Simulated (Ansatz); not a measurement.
# InSb3: the cost of one run

Program: Ansatz 0.2.0. Level of theory: DFT PBE+D3(BJ), scalar-relativistic, plane waves, PAW. These are calculated values, not measurements.

6 further runs of the same task are left out: 2 that didn't finish, 4 set aside as unsound or not needed. Runs told in other sessions of the task aren't counted.

## (1) Starting point

It takes space group Fm-3m (No. 225, cubic). Conventional cell: a = 7.456 Å, b = 7.456 Å, c = 7.456 Å, α = 90.00°, β = 90.00°, γ = 90.00°. Around In (site symmetry m-3m) lie 8 Sb at 3.23 Å. Around Sb (site symmetry -43m) lie 4 In at 3.23 Å and 4 Sb at 3.23 Å. Sb (site symmetry m-3m) has 8 Sb at 3.23 Å in its first shell of neighbours.

Structure file:

```cif
data_structure
_symmetry_space_group_name_H-M 'P 1'
_symmetry_Int_Tables_number 1
_cell_length_a 7.4558
_cell_length_b 5.2721
_cell_length_c 10.5442
_cell_angle_alpha 90.000
_cell_angle_beta 90.000
_cell_angle_gamma 90.000
_cell_volume 414.47
loop_
_atom_site_label
_atom_site_type_symbol
_atom_site_fract_x
_atom_site_fract_y
_atom_site_fract_z
_atom_site_occupancy
In1 In 0.00000 0.00000 0.50000 1
In2 In 0.50000 0.50000 0.75000 1
In3 In 0.00000 0.00000 0.00000 1
In4 In 0.50000 0.50000 0.25000 1
Sb1 Sb 0.25000 0.00000 0.25000 1
Sb2 Sb 0.75000 0.50000 0.50000 1
Sb3 Sb 0.25000 0.00000 0.75000 1
Sb4 Sb 0.75000 0.50000 0.00000 1
Sb5 Sb 0.75000 0.00000 0.75000 1
Sb6 Sb 0.25000 0.50000 0.00000 1
Sb7 Sb 0.75000 0.00000 0.25000 1
Sb8 Sb 0.25000 0.50000 0.50000 1
Sb9 Sb 0.50000 0.00000 0.50000 1
Sb10 Sb 0.00000 0.50000 0.75000 1
Sb11 Sb 0.50000 0.00000 0.00000 1
Sb12 Sb 0.00000 0.50000 0.25000 1
```

It goes back to an entry of the Materials Project, which need not be the stable form.

It is built from the cell relaxed beforehand with the same method (25.90 Å³/atom).

## (2) The reference: the undisturbed cell on the scan's mesh

File input.yaml:

```yaml
crystal:
  lattice:
    - [7.4558450619, 0.0, 0.0]
    - [0.0, 3.727922531, -3.727922531]
    - [0.0, 7.4558450619, 7.4558450619]
  atoms:
    - { symbol: In, position: [0.0, 1.0, 0.5] }
    - { symbol: In, position: [0.5, 0.5, 0.75] }
    - { symbol: In, position: [0.0, 1.0, 0.0] }
    - { symbol: In, position: [0.5, 0.5, 0.25] }
    - { symbol: Sb, position: [0.25, 0.0, 0.25] }
    - { symbol: Sb, position: [0.75, 0.5, 0.5] }
    - { symbol: Sb, position: [0.25, 0.0, 0.75] }
    - { symbol: Sb, position: [0.75, 0.5, 0.0] }
    - { symbol: Sb, position: [0.75, 0.0, 0.75] }
    - { symbol: Sb, position: [0.25, 0.5, 0.0] }
    - { symbol: Sb, position: [0.75, 0.0, 0.25] }
    - { symbol: Sb, position: [0.25, 0.5, 0.5] }
    - { symbol: Sb, position: [0.5, 0.0, 0.5] }
    - { symbol: Sb, position: [0.0, 0.5, 0.75] }
    - { symbol: Sb, position: [0.5, 0.0, 0.0] }
    - { symbol: Sb, position: [0.0, 0.5, 0.25] }
basis:
  ecutwfc: 420
kpoints:
  mp_grid: { grid: [7, 9, 5] }
hamiltonian:
  xc: pbe
  dispersion: d3bj
scf:
  occupations: { method: gaussian, width: 0.15 }
output:
  forces: true
  stress: true
  eigenvalues: true
```

Launch:

```console
ansatz run input.yaml --threads 2 --pin off --max-ram 5120MiB --backend cpu --events-out ev --progress --plain --runs-dir out
```

**Question.** How long does this run take on 2 threads of Arm Neoverse V1, shared host, and how much memory does it need?

About 1.8 min, with a peak of 2.4 GiB.
